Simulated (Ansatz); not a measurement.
# GaN: the cost of one run

Computed with Ansatz 0.2.0 (DFT r2SCAN, scalar-relativistic, plane waves, PAW, unless a step's input says otherwise).

1 further run of the same task is left out (set aside as unsound or not needed).

## 1. The system as given

It takes space group F-43m (No. 216, cubic). The conventional cell has a = 4.498 Å, b = 4.498 Å, c = 4.498 Å, α = 90.00°, β = 90.00°, γ = 90.00°. Ga (site symmetry -43m) is surrounded by 4 N at 1.95 Å. N (site symmetry -43m) is surrounded by 4 Ga at 1.95 Å.

Coordinates:

```
Ga N
1.0
     0.00000   -2.24894   -2.24894
    -2.24894    0.00000   -2.24894
     2.24894    2.24894   -4.49787
Ga N
2 2
Cartesian
  0.0000 0.0000 0.0000
  0.0000 0.0000 -4.4979
  1.1245 1.1245 -5.6223
  -1.1245 -1.1245 -5.6223
```

It goes back to an entry of the Materials Project.

It is built from the cell relaxed beforehand with the same method (11.37 Å³/atom).

## 2. The undisturbed cell

Contents of input.yaml:

```yaml
crystal:
  lattice:
    - [0.0, -2.2489367689, -2.2489367689]
    - [-2.2489367689, 0.0, -2.2489367689]
    - [2.2489367689, 2.2489367689, -4.4978735378]
  atoms:
    - { symbol: Ga, position: [0.0, 0.0, 0.0] }
    - { symbol: Ga, position: [0.5, 0.5, 0.5] }
    - { symbol: "N", position: [0.375, 0.375, 0.875] }
    - { symbol: "N", position: [0.875, 0.875, 0.375] }
basis:
  ecutwfc: 500
kpoints:
  mp_grid: { grid: [12, 12, 10] }
hamiltonian:
  xc: r2scan
scf:
  occupations: { method: gaussian, width: 0.05 }
output:
  forces: true
  stress: true
  eigenvalues: true
  write_density: true
  write_potential: true
  elf: true
  volumetric_format: npy
```

Launch:

```
$ ansatz run input.yaml --threads 2 --pin off --max-ram 5120MiB --backend cpu --events-out ev --progress --plain --runs-dir out
```

What time and memory should one allow on 2 threads of Intel Xeon at 2.50GHz (Skylake/Cascade Lake), shared host?

About 89 s, with a peak of 0.85 GiB.
